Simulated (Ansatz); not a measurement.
# GeH₃S radical: a ladder of functionals and wavefunction methods

One table from this session's results is given with a row withheld; the runs are named, their logs left out.

Program: Ansatz 0.2.0, Gaussian basis. Level of theory: functionals in def2-TZVPP, the program's frozen cores in correlated methods. These are calculated values, not measurements.

Plan: LDA (SPW92), PBE-D4, revPBE-D4, BLYP-D4, r2SCAN-D4, B97M-V, PBE0-D4, B3LYP-D4, r2SCANh-D4, r2SCAN0-D4, HSE06-D4, BHLYP-D4, CAM-B3LYP-D4, LC-ωPBE, ωB97X-V, ωB97M-V, B2PLYP, PBE-QIDH; CCSD(T)/def2-SVP; CCSD(T)/def2-TZVPP; MP2/def2-QZVPP; extrapolation to the limit; RPA on PBE.

## The geometry

The geometry comes from an earlier relaxation with PBE0-D4 in a triple-zeta def2 set; it is a stationary point.

SMILES `[SH][GeH2]`, 5 atoms, charge 0, spin multiplicity 2.

Atoms are counted from 1 here; the program's logs count them from 0.

Bond lengths: S1–Ge2 2.220 Å, S1–H3 1.343 Å, Ge2–H4 1.550 Å, Ge2–H5 1.545 Å. Angles: Ge2–S1–H3 94.4°, S1–Ge2–H4 109.5°, S1–Ge2–H5 104.6°, H4–Ge2–H5 110.8°.

Set-up of the first run:

in.yaml

```yaml
crystal:
  periodic: [false, false, false]
  atoms:
    - {symbol: S, position_ang: [1.138648, -0.803239, 0.659498]}
    - {symbol: Ge, position_ang: [-0.389523, 0.679311, 0.030125]}
    - {symbol: H, position_ang: [0.246232, -1.778897, 0.894582]}
    - {symbol: H, position_ang: [-1.364082, 0.019619, -0.978750]}
    - {symbol: H, position_ang: [0.418625, 1.809404, -0.646855]}
basis:
  gaussian: {orbitals: def2-TZVPP}
magnetization: {spin_polarized: true, initial_magnetization: 1}
hamiltonian: {xc: lda}
output: {orbitals: {seedname: orbitals}}
```

Among the steps run: LDA; PBE-D4 (GGA); revPBE-D4 (GGA); BLYP-D4 (GGA); r2SCAN-D4 (meta-GGA); B97M-V (meta-GGA); PBE0-D4 (hybrid); B3LYP-D4 (hybrid); r2SCANh-D4 (hybrid); r2SCAN0-D4 (hybrid); HSE06-D4 (hybrid); BHLYP-D4 (hybrid); CAM-B3LYP-D4 (range-separated); LC-ωPBE-D4 (range-separated; the results give it without D4); ωB97X-V (range-separated); ωB97M-V (range-separated); B2PLYP (double hybrid); PBE-QIDH (double hybrid).

One table of the session follows, with a row left open; its other results are not shown here.

It belongs to the step «Frontier levels by functional». 

| functional | HOMO (eV) | LUMO (eV) | gap (eV) |
| --- | --- | --- | --- |
| LDA (SPW92) | -4.96 | -4.13 | 0.82 |
| PBE-D4 | -4.95 | -3.80 | 1.14 |
| revPBE-D4 | -4.93 | -3.68 | 1.25 |
| BLYP-D4 | -4.75 | -3.82 | 0.94 |
| r2SCAN-D4 | -5.31 | -3.47 | 1.85 |
| B97M-V | -5.17 | -3.90 | 1.28 |
| PBE0-D4 | -6.07 | -2.93 | 3.14 |
| B3LYP-D4 | -5.80 | -3.30 | 2.49 |
| r2SCANh-D4 | -5.72 | -3.15 | 2.57 |
| r2SCAN0-D4 | ? | ? | ? |
| HSE06-D4 | -5.67 | -3.30 | 2.38 |
| BHLYP-D4 | -6.99 | -2.12 | 4.87 |
| CAM-B3LYP-D4 | -7.27 | -2.02 | 5.24 |
| LC-ωPBE | -8.67 | -0.65 | 8.02 |
| ωB97X-V | -8.19 | -1.08 | 7.11 |
| ωB97M-V | -8.01 | -1.14 | 6.87 |

Q: Estimate the row for r2SCAN0-D4 from the others.

Worked estimate for «HOMO (eV)». Against the share of exact exchange, r2SCAN-D4 (0, -5.31), r2SCANh-D4 (0.1, -5.72) give a slope of -4.10 per unit share; at 0.25 the line stands at -6.33.

As computed: HOMO (eV): -6.33; LUMO (eV): -2.68; gap (eV): 3.65. In «HOMO (eV)» the line misses by 0.00.
